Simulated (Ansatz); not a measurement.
# Mo: the cost of one run

Computed with Ansatz 0.2.0 (DFT PBE, scalar-relativistic, plane waves, PAW, unless a step's input says otherwise).

### Step 1. Starting point

The structure is cubic, space group Im-3m (No. 229). Conventional cell: a = 3.160 Å, b = 3.160 Å, c = 3.160 Å, α = 90.00°, β = 90.00°, γ = 90.00°. Mo (site symmetry m-3m) is surrounded by 8 Mo at 2.74 Å.

Coordinates:

```
CELL_PARAMETERS angstrom
-1.58022 1.58022 1.58022
1.58022 -1.58022 1.58022
1.58022 1.58022 -1.58022
ATOMIC_POSITIONS crystal
Mo 0.00000 0.00000 0.00000
```

This cell was relaxed beforehand with the same method: volume 15.78 Å³/atom, gap on the mesh none (metal).

### Step 2. The (111) slab

Miller indices refer to the conventional cell of the relaxed bulk, Im-3m (No. 229): a = 3.160 Å, b = 3.160 Å, c = 3.160 Å, α = 90.00°, β = 90.00°, γ = 90.00°.

The slab is a (111) slab, 12.8 Å thick as cut, with 15 Å of vacuum; its outer planes are Mo (top) and Mo (bottom).

The slab as cut. Layers, bottom to top:

```tsv
plane	atoms per cell	height over the lowest (Å)
1	Mo	0.00
2	Mo	0.91
3	Mo	1.82
4	Mo	2.74
5	Mo	3.65
6	Mo	4.56
7	Mo	5.47
8	Mo	6.39
9	Mo	7.30
10	Mo	8.21
11	Mo	9.12
12	Mo	10.04
13	Mo	10.95
14	Mo	11.86
15	Mo	12.77
```

### Step 3. Single point on the unrelaxed (111) slab

The cell repeats along c, and a dipole correction in the vacuum removes the field between the copies.

input.yaml reads:

```yaml
crystal:
  lattice:
    - [4.4695390375, 0.0, 0.0]
    - [-2.2347695188, 3.8707343497, 0.0]
    - [0.0, 0.0, 27.7727716986]
  atoms:
    - { symbol: Mo, position: [0.6666666667, 0.3333333333, 0.2700486679] }
    - { symbol: Mo, position: [0.3333333333, 0.6666666667, 0.3028988582] }
    - { symbol: Mo, position: [0.0, 0.0, 0.3357490485] }
    - { symbol: Mo, position: [0.6666666667, 0.3333333333, 0.3685992388] }
    - { symbol: Mo, position: [0.3333333333, 0.6666666667, 0.4014494291] }
    - { symbol: Mo, position: [0.0, 0.0, 0.4342996194] }
    - { symbol: Mo, position: [0.6666666667, 0.3333333333, 0.4671498097] }
    - { symbol: Mo, position: [0.3333333333, 0.6666666667, 0.5] }
    - { symbol: Mo, position: [0.0, 0.0, 0.5328501903] }
    - { symbol: Mo, position: [0.6666666667, 0.3333333333, 0.5657003806] }
    - { symbol: Mo, position: [0.3333333333, 0.6666666667, 0.5985505709] }
    - { symbol: Mo, position: [0.0, 0.0, 0.6314007612] }
    - { symbol: Mo, position: [0.6666666667, 0.3333333333, 0.6642509515] }
    - { symbol: Mo, position: [0.3333333333, 0.6666666667, 0.6971011418] }
    - { symbol: Mo, position: [0.0, 0.0, 0.7299513321] }
basis:
  ecutwfc: 420
kpoints:
  mp_grid: { grid: [9, 9, 1] }
hamiltonian:
  xc: pbe
scf:
  occupations: { method: gaussian, width: 0.1 }
output:
  forces: true
  stress: true
  eigenvalues: true
  write_density: true
  write_potential: true
  elf: true
  volumetric_format: npy
efield:
  axis: 3
  dipole_correction: true
```

Run with:

```
ansatz run input.yaml --threads 2 --pin off --max-ram 5120MiB --backend cpu --events-out ev --progress --plain --runs-dir out
```

What time and memory should one allow on 2 threads of Intel Xeon Platinum 8488C (Sapphire Rapids), shared host?

About 50 s, with a peak of 1.2 GiB.
